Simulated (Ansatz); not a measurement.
# Cl4FHMoO: up Jacob's ladder to CCSD(T)

The task here is to estimate one member of a computed series from the others.

Method: functionals in def2-TZVPP, the program's frozen cores in correlated methods; program: Ansatz 0.2.0, Gaussian basis.

Plan: LDA (SPW92), PBE-D4, revPBE-D4, BLYP-D4, r2SCAN-D4, B97M-V, PBE0-D4, B3LYP-D4, r2SCANh-D4, r2SCAN0-D4, HSE06-D4, BHLYP-D4, CAM-B3LYP-D4, LC-ωPBE, ωB97X-V, ωB97M-V, B2PLYP, PBE-QIDH; CCSD(T)/def2-SVP; MP2/def2-TZVPP; MP2/def2-QZVPP; RPA on PBE.

## Structure used throughout

An earlier PBE0-D4 in a triple-zeta def2 set relaxation fixed the geometry. Mo takes the def2 core potential; no spin-orbit term is included.

SMILES `[OH][Mo]([F])([Cl])([Cl])([Cl])[Cl]`, 8 atoms, charge 0, spin multiplicity 1.

Atoms are counted from 1 here; the program's logs count them from 0.

Bond lengths: O1–Mo2 1.834 Å, O1–H8 0.965 Å, Mo2–F3 1.841 Å, Mo2–Cl4 2.281 Å, Mo2–Cl5 2.327 Å, Mo2–Cl6 2.281 Å, Mo2–Cl7 2.270 Å. Angles: Mo2–O1–H8 128.2°, O1–Mo2–F3 92.3°, O1–Mo2–Cl4 93.3°, O1–Mo2–Cl5 81.8°, O1–Mo2–Cl6 93.3°, O1–Mo2–Cl7 167.1°, F3–Mo2–Cl4 86.0°, F3–Mo2–Cl5 174.0°, F3–Mo2–Cl6 86.0°, F3–Mo2–Cl7 100.7°, Cl4–Mo2–Cl5 94.3°, Cl4–Mo2–Cl6 169.7°, Cl4–Mo2–Cl7 87.6°, Cl5–Mo2–Cl6 94.3°, Cl5–Mo2–Cl7 85.3°, Cl6–Mo2–Cl7 87.6°.

The first run:

The input, in.yaml:

```yaml
crystal:
  periodic: [false, false, false]
  atoms:
    - {symbol: O, position_ang: [-1.495366, -0.194806, 0.457334]}
    - {symbol: Mo, position_ang: [0.298263, -0.037251, 0.110549]}
    - {symbol: F, position_ang: [0.748397, -0.570180, 1.813919]}
    - {symbol: Cl, position_ang: [0.516225, -2.234092, -0.461471]}
    - {symbol: Cl, position_ang: [-0.501694, 0.609239, -1.976918]}
    - {symbol: Cl, position_ang: [0.403609, 2.091629, 0.921399]}
    - {symbol: Cl, position_ang: [2.357409, 0.301840, -0.782611]}
    - {symbol: H, position_ang: [-2.234743, -0.023480, -0.138002]}
basis:
  gaussian: {orbitals: def2-TZVPP}
hamiltonian: {xc: lda}
output: {orbitals: {seedname: orbitals}}
```

Run with:

```sh
$ ansatz run in.yaml --threads 4 --pin off --events-out ev --progress --plain --max-ram 11315MiB
```

Among the steps run: LDA; PBE-D4 (GGA); revPBE-D4 (GGA); BLYP-D4 (GGA); r2SCAN-D4 (meta-GGA); B97M-V (meta-GGA); B3LYP-D4 (hybrid); r2SCANh-D4 (hybrid); r2SCAN0-D4 (hybrid); HSE06-D4 (hybrid); BHLYP-D4 (hybrid); CAM-B3LYP-D4 (range-separated); LC-ωPBE (range-separated); ωB97X-V (range-separated); ωB97M-V (range-separated); B2PLYP (double hybrid); PBE-QIDH (double hybrid).

One table of the session follows, with a row left open; its other results are not shown here.

It belongs to the step «Orbital energies across the functionals». 

```
  functional  HOMO (eV)  LUMO (eV)  gap (eV)
 LDA (SPW92)      -7.84      -6.05      1.79
      PBE-D4      -7.68      -5.86      1.82
   revPBE-D4      -7.62      -5.79      1.83
     BLYP-D4          ?          ?         ?
   r2SCAN-D4      -8.05      -6.04      2.01
      B97M-V      -8.15      -6.07      2.08
     PBE0-D4      -9.07      -5.49      3.58
    B3LYP-D4      -8.80      -5.63      3.17
  r2SCANh-D4      -8.56      -5.87      2.69
  r2SCAN0-D4      -9.32      -5.59      3.73
    HSE06-D4      -8.67      -5.85      2.82
    BHLYP-D4     -10.32      -4.91      5.41
CAM-B3LYP-D4     -10.39      -4.61      5.79
     LC-ωPBE     -11.77      -3.69      8.07
     ωB97X-V     -11.41      -3.69      7.72
     ωB97M-V     -11.25      -3.64      7.61
```

**Question.** Estimate the row for BLYP-D4.

Worked estimate for «HOMO (eV)». Against the share of exact exchange, B3LYP-D4 (0.2, -8.80), BHLYP-D4 (0.5, -10.32) give a slope of -5.07 per unit share; at 0 the line stands at -7.79.

The run gave: HOMO (eV): -7.52; LUMO (eV): -5.75; gap (eV): 1.77. In «HOMO (eV)» the line misses by -0.27.
